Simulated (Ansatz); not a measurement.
# SiCl: from a guess to a relaxed structure

Where does this trial cell of SiCl go when cell and atoms are let free?

Computed with Ansatz 0.2.0 (DFT PBE, scalar-relativistic, plane waves, PAW, unless a step's input says otherwise).

### 1 The structure to begin with

The structure is tetragonal, space group P4/mmm (No. 123). Conventional cell: a = 3.154 Å, b = 3.154 Å, c = 3.783 Å, α = 90.00°, β = 90.00°, γ = 90.00°. Around Si (site symmetry 4/mmm) lie 8 Cl at 2.92 Å and 4 Si at 3.15 Å. Cl (site symmetry 4/mmm) has 8 Si at 2.92 Å and 4 Cl at 3.15 Å as nearest neighbours.

Structure file:

```cif
data_structure
_symmetry_space_group_name_H-M 'P4/mmm'
_symmetry_Int_Tables_number 123
_cell_length_a 3.1542
_cell_length_b 3.1542
_cell_length_c 3.7829
_cell_angle_alpha 90.000
_cell_angle_beta 90.000
_cell_angle_gamma 90.000
_cell_volume 37.64
loop_
_atom_site_label
_atom_site_type_symbol
_atom_site_symmetry_multiplicity
_atom_site_Wyckoff_symbol
_atom_site_fract_x
_atom_site_fract_y
_atom_site_fract_z
_atom_site_occupancy
Si1 Si 1 d 0.50000 0.50000 0.50000 1
Cl1 Cl 1 a 0.00000 0.00000 0.00000 1
```

The cell is invented: species swapped into a database cell of CdPd (P4/mmm, No. 123), with Cl on the Cd sites and Si on the Pd sites. The dimensions are guesses.

### 2 The guess as it stands, on a coarse mesh

Input file input.yaml:

```yaml
crystal:
  lattice:
    - [3.15422876, 0.0, 0.0]
    - [0.0, 3.15422876, 0.0]
    - [0.0, 0.0, 3.78286582]
  atoms:
    - { symbol: Si, position: [0.5, 0.5, 0.5] }
    - { symbol: Cl, position: [0.0, 0.0, 0.0] }
basis:
  ecutwfc: 420
kpoints:
  mp_grid: { grid: [6, 6, 4] }
hamiltonian:
  xc: pbe
scf:
  occupations: { method: gaussian, width: 0.1 }
  lower_state_search: "off"
output:
  forces: true
  stress: true
  eigenvalues: true
```

On the command line:

```sh
ansatz run input.yaml --threads 1 --pin off --max-ram 2560MiB --backend cpu --events-out ev --progress --plain --runs-dir out
```

The session goes on with these runs: full relaxation.

Before running it: what results should come out? Wanted: conventional cell; volume; energy over the elements; gap on the mesh.

As calculated:

| quantity | value |
| --- | --- |
| symmetry at the end (tolerance 0.05 Å) | space group P4/mmm (No. 123) |
| conventional cell | a = 3.061 Å, b = 3.061 Å, c = 4.162 Å, α = 90.00°, β = 90.00°, γ = 90.00° |
| volume | 19.50 Å³/atom |
| energy over the elements (uncorrected; H, N, O, F and Cl as molecules) | +0.48 eV/atom |
| gap on the mesh | none (metal) |

**Reading.** The space group P4/mmm (No. 123) is kept, and the volume per atom grows by 3.6 % from the first guess. With a positive formation energy it can't be a ground state. No finished test with a distortion of lower symmetry is shown, so the end may be a saddle point. Spin polarisation is off in the runs that give these values; a magnetic solution could lie lower.
